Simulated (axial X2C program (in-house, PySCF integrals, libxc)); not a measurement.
# A two-component session on SeNa⁻: properties at the nuclei

Aim: properties at the nuclei of SeNa⁻, with spin–orbit coupling in the Hamiltonian from the start.

Program: an in-house X2C program for linear molecules on PySCF integrals. Level of theory: two-component X2C with atomic mean-field terms, Se dyall-acv3z, Na dyall-av3z. These are calculated values, not measurements.

## Step 1: Input

File task.json:

```json
{
 "zs": [
  34,
  11
 ],
 "q": -1,
 "bas": [
  "dyall-acv3z",
  "dyall-av3z"
 ],
 "r0": 2.67,
 "levels": [
  "PBE0",
  "HF",
  "TPSSh",
  "BHandHLYP",
  "LDA"
 ],
 "nst": 3
}
```

Keys: zs atomic numbers; q charge; bas basis sets; r0 starting distance in Å; levels methods (HF also brings MP2); nst determinants followed.

Command:

```console
python soeom.py task.json out
```

Nuclei are Gaussian, cores are contracted, and the Gaunt term is on.

## Step 2: Expectation values, lowest determinant

R = 2.527 Å. State: Ω = 0 (closed shell).

Output of the PBE0 run:

```text
two-component X2C + atomic mean field  PBE0
basis functions 194  fitting functions 1027  grid points 5084
iter        total energy     max residual
   1      -2591.300318318     2.76e-06
   2      -2591.300318318     3.86e-06
converged
one-electron -3774.68003067  Coulomb 1208.85715766  exact exchange -25.24672513  xc functional -77.63944676  nuclear repulsion 78.31906485  atomic mean-field constant -0.91033827
```

The highest occupied spinor is 86% Se p, 9% Na p, 5% Na d.

| level | qzz Se (a.u.) | qzz Na (a.u.) |
| --- | --- | --- |
| PBE0 | 2.32 | -0.04 |
| HF | 1.58 | -0.10 |
| TPSSh | 2.23 | -0.04 |
| BHandHLYP | 2.37 | -0.06 |
| LDA | 2.45 | -0.02 |

Eeff is the effective electric field on the electron dipole moment in this Ω state and Ws the scalar–pseudoscalar constant (defined with the proton number Z and per Ω); A∥ is the parallel hyperfine constant, which follows by multiplying with the nuclear g factor gI = μI/(I μN); qzz is the electric field gradient, eQq0 = 234.96 MHz × Q/barn × qzz. The operators were transformed with the bare-nucleus X2C matrices.

## Step 3: Expectation values, a higher determinant

R = 2.527 Å. State: Ω = 2 (excess of +ω over −ω: ω = 1/2, ω = 3/2), 0.35 eV above the lowest in the PBE0 search for states (made at or near this distance, with looser thresholds).

Output of the PBE0 run:

```text
two-component X2C + atomic mean field  PBE0
basis functions 194  fitting functions 1027  grid points 5084
iter        total energy     max residual
   1      -2591.287566542     5.18e-06
   2      -2591.287566543     4.66e-06
converged
one-electron -3771.50689941  Coulomb 1205.66835805  exact exchange -25.25002193  xc functional -77.60772984  nuclear repulsion 78.31906485  atomic mean-field constant -0.91033827
```

The highest occupied spinor is 65% Na s, 27% Na p, 5% Se p.

| level | Eeff magnitude (GV/cm) | Ws magnitude Se (kHz) | A∥/gI Se (MHz) | qzz Se (a.u.) | A∥/gI Na (MHz) | qzz Na (a.u.) |
| --- | --- | --- | --- | --- | --- | --- |
| PBE0 | 0.315 | 0.0639 | 306 | -3.30 | 36.1 | -0.28 |
| HF | 0.23 | 0.045 | 277 | -3.57 | 28.2 | -0.32 |
| TPSSh | 0.299 | 0.0605 | 311 | -3.22 | 31.5 | -0.27 |
| BHandHLYP | 0.346 | 0.0697 | 315 | -3.40 | 41.3 | -0.30 |
| LDA | 0.34 | 0.0686 | 347 | -3.23 | 46 | -0.25 |

## Step 4: Expectation values, a higher determinant

R = 2.527 Å. State: Ω = 1 (excess of +ω over −ω: ω = -1/2, ω = 3/2), 0.36 eV above the lowest in the PBE0 search for states (made at or near this distance, with looser thresholds).

Output of the PBE0 run:

```text
two-component X2C + atomic mean field  PBE0
basis functions 194  fitting functions 1027  grid points 5084
iter        total energy     max residual
   1      -2591.287171050     5.26e-06
   2      -2591.287171052     4.67e-06
converged
one-electron -3771.48660521  Coulomb 1205.64838640  exact exchange -25.25003334  xc functional -77.60764549  nuclear repulsion 78.31906485  atomic mean-field constant -0.91033827
```

The highest occupied spinor is 64% Na s, 28% Na p, 5% Se p.

| level | Eeff magnitude (GV/cm) | Ws magnitude Se (kHz) | A∥/gI Se (MHz) | qzz Se (a.u.) | A∥/gI Na (MHz) | qzz Na (a.u.) |
| --- | --- | --- | --- | --- | --- | --- |
| PBE0 | 0.233 | 0.102 | 525 | -3.32 | -77.6 | -0.28 |
| HF | 0.166 | 0.0739 | 492 | -3.58 | -63.5 | -0.32 |
| TPSSh | 0.217 | 0.0942 | 536 | -3.27 | -67.5 | -0.27 |
| BHandHLYP | 0.275 | 0.119 | 533 | -3.43 | -88.3 | -0.30 |
| LDA | 0.257 | 0.111 | 574 | -3.24 | -96.8 | -0.26 |

## Step 5: Outcome

| quantity | value |
| --- | --- |
| lowest determinant | Ω = 0 (closed shell) |
| qzz Se (a.u.), PBE0 | 2.32 |
| qzz Na (a.u.), PBE0 | -0.04 |
| higher determinant | Ω = 2 (excess of +ω over −ω: ω = 1/2, ω = 3/2) |
| Eeff magnitude (GV/cm), PBE0, higher determinant | 0.315 |
| Ws magnitude Se (kHz), PBE0, higher determinant | 0.0639 |
| A∥/gI Se (MHz), PBE0, higher determinant | 306 |
| qzz Se (a.u.), PBE0, higher determinant | -3.30 |
| higher determinant | Ω = 1 (excess of +ω over −ω: ω = -1/2, ω = 3/2) |
| Eeff magnitude (GV/cm), PBE0, higher determinant | 0.233 |
| Ws magnitude Se (kHz), PBE0, higher determinant | 0.102 |
| A∥/gI Se (MHz), PBE0, higher determinant | 525 |
| qzz Se (a.u.), PBE0, higher determinant | -3.32 |

The expectation values come from single determinants, which for open shells can mix terms of unlike spin or miss the lowest Ω, so a determinant need not be a state. Eeff is the effective electric field on the electron dipole moment in this Ω state and Ws the scalar–pseudoscalar constant (defined with the proton number Z and per Ω); A∥ is the parallel hyperfine constant, which follows by multiplying with the nuclear g factor gI = μI/(I μN); qzz is the electric field gradient, eQq0 = 234.96 MHz × Q/barn × qzz. The operators were transformed with the bare-nucleus X2C matrices.
